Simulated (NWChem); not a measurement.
# B3LYP/def2-SVP (core potential) run of InH3 (SMILES [InH3])

What is the vertical ionisation energy of InH3 at B3LYP/def2-SVP (core potential)? 

The results are computed with NWChem 7.3.0.

4 further runs of the same task are left out: 1 that didn't finish, 3 set aside as unsound or not needed.

## 1. The molecule

InH3: 4 atoms, total charge 0, spin state singlet. As SMILES, `[InH3]`. Geometry: relaxed at PBE0-D4/def2-TZVP.

Bond lengths: In1–H2 1.724 Å, In1–H3 1.724 Å, In1–H4 1.724 Å. Angles: H2–In1–H3 120.0°, H2–In1–H4 120.0°, H3–In1–H4 120.0°.

## 2. A single-point energy at B3LYP/def2-SVP (core potential)

File h3in.nw:

```
START h3in
TITLE "H3In energy"
memory total 2200 mb
GEOMETRY units angstrom noautosym nocenter noautoz
In       0.013900      -0.015100      -0.005100
H        0.415500       1.516000       0.678200
H       -1.095600      -0.107300      -1.321400
H        0.721800      -1.454000       0.628000
END
BASIS spherical bse
* library def2-SVP
END
ECP bse
In library def2-SVP
END
DFT
xc b3lyp
grid fine
convergence energy 1e-08
iterations 100
mulliken
print low
END
TASK dft
```

Launch:

```sh
$ nwchem h3in.nw > h3in.out
```

The log of the run:

```text
[...]
 d= 0,ls=0.0,diis     1   -191.9412704644 -2.12D+02  1.43D-02  4.44D-02     0.3
[...]
 d= 0,ls=0.0,diis     6   -191.9534289588 -7.27D-09  8.13D-07  7.60D-10     1.4
         Total DFT energy =     -191.953428958767
      One electron energy =     -375.888005979290
           Coulomb energy =      181.909836185924
    Exchange-Corr. energy =      -17.844113695657
 Nuclear repulsion energy =       19.868854530256
[...]
      Total Density - Mulliken Population Analysis
     ---------------------------------------------
    Atom       Charge   Shell Charges
 -----------   ------   -------------------------------------------------------
    1 In  21    20.67  -0.60  2.60  0.97  0.29  2.79  3.22  1.05  0.34  9.62  0.40
    2 H    1     1.11   0.68  0.42  0.01
    3 H    1     1.11   0.68  0.42  0.01
    4 H    1     1.11   0.68  0.42  0.01
[...]
```

Run time: 1.9 s. Hardware: 1 thread of AMD EPYC 9R45 (Zen 5), shared host; peak memory 0.11 GiB.

## 3. The doublet cation, same level

File h3in.nw:

```
start h3in
title "H3In energy"
memory stack 880 mb heap 220 mb global 1100 mb
charge 1

geometry units angstrom noautosym nocenter noautoz
   In    0.013900   -0.015100   -0.005100
   H     0.415500    1.516000    0.678200
   H    -1.095600   -0.107300   -1.321400
   H     0.721800   -1.454000    0.628000
end

basis spherical bse
   In library def2-SVP
   H library def2-SVP
end

ecp bse
   In library def2-SVP
end

dft
   xc b3lyp
   mult 2
   grid fine
   convergence energy 1e-08
   maxiter 100
   mulliken
   noprint "final vectors analysis"
end

task dft energy
```

Launch:

```sh
$ nwchem h3in.nw > h3in.out
```

The log of the run:

```text
[...]
          Wavefunction type:  spin polarized.
          No. of atoms     :     4
          No. of electrons :    23
[...]
          Charge           :     1
          Spin multiplicity:     2
[...]
          AO basis - number of functions:    41
[...]
              XC Information
              --------------
                         B3LYP Method XC Potential
                     Hartree-Fock (Exact) Exchange  0.200
                        Slater Exchange Functional  0.800 local
                    Becke 1988 Exchange Functional  0.720 non-local
              Lee-Yang-Parr Correlation Functional  0.810
                  VWN I RPA Correlation Functional  0.190 local
[...]
 d= 0,ls=0.0,diis     1   -191.4778965192 -2.11D+02  1.43D-02  2.07D-01     0.4
[...]
 d= 0,ls=0.5,diis    38   -191.5648186069  9.48D-09  2.48D-06  1.24D-07    11.9
[...]
         Total DFT energy =     -191.564818669789
      One electron energy =     -369.197443882536
           Coulomb energy =      175.331318294392
    Exchange-Corr. energy =      -17.567547611901
 Nuclear repulsion energy =       19.868854530256
[...]
      Total Density - Mulliken Population Analysis
     ---------------------------------------------
    Atom       Charge   Shell Charges
 -----------   ------   -------------------------------------------------------
    1 In  21    20.32  -0.60  2.60  1.10  0.19  2.78  3.23  0.89  0.12  9.63  0.38
    2 H    1     0.82   0.59  0.22  0.01
    3 H    1     0.97   0.65  0.31  0.01
    4 H    1     0.89   0.62  0.26  0.01
[...]
      <S2> =      0.7715 (Exact =     0.7500)
[...]
```

Wall time 13 s (1 thread of AMD EPYC 9R45 (Zen 5), shared host); peak memory 0.12 GiB.

## 4. Summary of results

At B3LYP/def2-SVP (core potential):

```
                                          quantity          value
                        singlet InH3: total energy  -191.95343 Eh
                      doublet cation: total energy  -191.56482 Eh
                              doublet cation: ⟨S²⟩          0.771
vertical ionisation energy (to the doublet cation)      10.575 eV
```

In words: Removing an electron at fixed nuclei costs 10.57 eV (1020 kJ/mol). Mulliken charges (singlet InH3) run from -0.11 on H2 to +0.33 on In1; they depend strongly on the basis. Mulliken charges (doublet cation) run from +0.03 on H3 to +0.68 on In1; they depend strongly on the basis.
